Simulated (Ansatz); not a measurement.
# CH₅B₂N: taking an electron away

How much energy removes an electron from CH₅B₂N at fixed geometry? The cation is run at each level and the neutral's energy taken from earlier runs.

Computed with Ansatz 0.2.0, Gaussian basis. Level: unrestricted cation, the program's frozen cores in correlated methods.

Levels to be run: UKS PBE-D4/def2-TZVPP; UKS r2SCAN-D4/def2-TZVPP; UKS PBE0-D4/def2-TZVPP; UKS B3LYP-D4/def2-TZVPP; UKS wB97X-V/def2-TZVPP; UKS wB97M-V/def2-TZVPP; UKS B2PLYP/def2-TZVPP; UHF-CCSD(T)/def2-TZVPP; UHF-MP2/def2-QZVPP; extrapolation to the limit; then −ε(HOMO) from the neutral's earlier runs with LDA (SPW92), PBE-D4, revPBE-D4, BLYP-D4, r2SCAN-D4, B97M-V, PBE0-D4, B3LYP-D4, r2SCANh-D4, r2SCAN0-D4, HSE06-D4, BHLYP-D4, CAM-B3LYP-D4, LC-ωPBE, ωB97X-V, ωB97M-V.

**1. The relaxed structure**

All runs share one geometry, relaxed beforehand with PBE0-D4 in a triple-zeta def2 set.

SMILES `BBC=N`, 9 atoms, charge 0, spin multiplicity 1.

Atoms are counted from 1 here; the program's logs count them from 0.

Bond lengths: B1–B2 1.634 Å, B1–H5 1.199 Å, B1–H6 1.199 Å, B2–C3 1.562 Å, B2–H7 1.203 Å, C3–N4 1.274 Å, C3–H8 1.099 Å, N4–H9 1.023 Å. Angles: B2–B1–H5 121.5°, B2–B1–H6 122.2°, H5–B1–H6 116.3°, B1–B2–C3 122.8°, B1–B2–H7 121.0°, C3–B2–H7 116.2°, B2–C3–N4 124.8°, B2–C3–H8 119.1°, N4–C3–H8 116.0°, C3–N4–H9 111.5°.

**2. Cation, UKS PBE-D4/def2-TZVPP**

in.yaml reads:

```yaml
crystal:
  periodic: [false, false, false]
  atoms:
    - {symbol: B, position_ang: [-0.625779, 1.257157, -0.702426]}
    - {symbol: B, position_ang: [0.513595, 0.107466, -0.477299]}
    - {symbol: C, position_ang: [0.236650, -1.215829, 0.305828]}
    - {symbol: N, position_ang: [0.118893, -1.301036, 1.571194]}
    - {symbol: H, position_ang: [-1.286914, 1.296087, -1.702107]}
    - {symbol: H, position_ang: [-0.852214, 2.101777, 0.118634]}
    - {symbol: H, position_ang: [1.631393, 0.251957, -0.898173]}
    - {symbol: H, position_ang: [0.183210, -2.163221, -0.248143]}
    - {symbol: H, position_ang: [0.169665, -0.380558, 2.015293]}
basis:
  gaussian: {orbitals: def2-TZVPP}
total_charge: 1
magnetization: {spin_polarized: true, initial_magnetization: 1}
hamiltonian: {xc: pbe, dispersion: d4}
```

Further steps of the session: Cation, UKS r2SCAN-D4/def2-TZVPP; Cation, UKS PBE0-D4/def2-TZVPP; Cation, UKS B3LYP-D4/def2-TZVPP; Cation, UKS wB97X-V/def2-TZVPP; Cation, UKS wB97M-V/def2-TZVPP; Cation, UKS B2PLYP (frozen core)/def2-TZVPP; Cation, UHF-CCSD(T)/def2-TZVPP; Cation, UHF-MP2/def2-QZVPP.

**Question.** What will the summary of the whole plan be? Wanted: ionisation energy, CCSD(T)/CBS; nearest functional by difference; nearest −ε(HOMO); −ε(HOMO) of PBE; T1 of the cation.

As calculated:

| quantity | value |
| --- | --- |
| ionisation energy, CCSD(T)/CBS | 9.93 eV |
| nearest functional by difference | ωB97M-V (-0.15 eV) |
| nearest −ε(HOMO) | ωB97X-V (-0.14 eV) |
| −ε(HOMO) of PBE | 6.00 eV |
| T1 of the cation | 0.040 |

Energy differences with functionals land within 0.50 eV of the reference. The PBE orbital energy is 3.9 eV too small: a semilocal HOMO is no ionisation energy. Among orbital estimates ωB97X-V comes nearest. Hartree-Fock falls 1.32 eV short, as the neutral has more correlation energy than the cation. The cation's T1 (from the report) is 0.040, near the customary mark of 0.045 for open shells, so the coupled-cluster value is less safe. The cation may have settled in a state other than its lowest; no search over hole states beyond the program's own was made.
